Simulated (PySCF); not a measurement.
# C3H8F3NSi2: the cost of one run

Programs: PySCF 2.14.0, with density-fitted response routines of our own. Each step states its level of theory. These are calculated values for one molecule, in the gas phase or a continuum, unless marked as measured. Atoms are numbered from 0 throughout.

## 1. The molecule as given

17 atoms, charge 0, multiplicity 1; geometry from: GFN2-xTB. The atoms were then displaced at random by about 0.01 Å, so the start is not that level's minimum.

Bonds of the start (Å): F0–C1 1.35, C1–F2 1.34, C1–F3 1.33, C1–C4 1.50, C4–C5 1.52, C5–Si6 1.91, Si6–N7 1.75, N7–Si8 1.75, Si8–C4 1.94, C4–H9 1.07, C5–H10 1.11, C5–H11 1.09, Si6–H12 1.46, Si6–H13 1.45, N7–H14 0.98, Si8–H15 1.45, Si8–H16 1.48.

## 2. Geometry optimisation at PBE0-D3(BJ)/def2-SVP

Job settings and geometry (Å):

```
{"job": {"xc": "PBE0", "basis": "def2-SVP", "d3": "d3bj", "grid": 1, "shake": 0.01, "kind": "geom"}, "charge": 0, "multiplicity": 1}
F     -2.551820    -1.550160    -0.548760
C     -2.065160    -0.413320     0.002640
F     -2.170940    -0.596340     1.325960
F     -2.901790     0.579210    -0.290600
C     -0.677020    -0.091530    -0.463460
C      0.300420    -1.206790    -0.116000
Si     2.075320    -0.493440    -0.135990
N      1.622150     1.145890     0.255880
Si    -0.071450     1.562270     0.340850
H     -0.740880     0.027130    -1.527990
H      0.073440    -1.582860     0.898540
H      0.176440    -2.053830    -0.785080
H      2.658890    -0.537470    -1.472870
H      2.917460    -1.048820     0.906150
H      2.300950     1.816650     0.481170
H     -0.566730     1.759450     1.691440
H     -0.395800     2.695780    -0.551700
```

On the command line:

```bash
> OMP_NUM_THREADS=1 python probes_run.py task.json out
```

One launch serves the whole session: the jobs run in the order shown.

Q: Estimate the wall time and peak memory of this first job on 1 thread of Intel Xeon Platinum 8259CL at 2.50GHz, shared host.

About 1.7 min, with a peak of 0.74 GiB.
